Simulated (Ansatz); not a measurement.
**ScN+ (doublet): the correlation ladder, def2-TZVPP**

One table from this session's results is given with a row withheld; the runs are named, their logs left out.

The runs use Ansatz 0.2.0, Gaussian basis; def2-TZVPP, core rule «outside noble gas», up to 10 orbitals frozen.

To be run: UHF; ROHF; CCSD(T) on UHF.

2 further runs of the same task are left out: 2 set aside as unsound or not needed.

### The geometry

The geometry is a PBE0/def2-TZVP stationary point (not a proven minimum) of the parent state, kept for this charge and spin.

2 atoms, charge 1, spin multiplicity 2.

Atoms are counted from 1 here; the program's logs count them from 0.

Bond lengths: Sc1–N2 1.636 Å.

The first run:

File in.yaml:

```yaml
crystal:
  periodic: [false, false, false]
  atoms:
    - {symbol: Sc, position_ang: [0.000000, 0.000000, 0.000000]}
    - {symbol: N, position_ang: [0.000000, 0.000000, 1.635800]}
basis:
  gaussian: {orbitals: def2-TZVPP}
total_charge: 1
magnetization: {spin_polarized: true, initial_magnetization: 1}
hamiltonian: {xc: hf}
output: {orbitals: {seedname: orbitals}}
```

The run is started by

```bash
$ ansatz run in.yaml --threads 1 --pin off --events-out ev --progress --plain --max-ram 4096MiB --backend cpu
```

Among the steps run: UHF; ROHF; CCSD(T) on UHF.

One of the session's tables, all rows but one given; the rest of the session is left out.

```
  method  from UCCSD(T) (meV)
    ROHF              +7277.5
     UHF              +6989.5
    UMP2               +772.4
   UCCSD                    ?
UCCSD(T)                    0
```

Estimate the missing values for UCCSD.

As computed: from UCCSD(T) (meV): +481.7. In the column «from UCCSD(T) (meV)» it lies between UCCSD(T) (0) and UMP2 (+772.4).
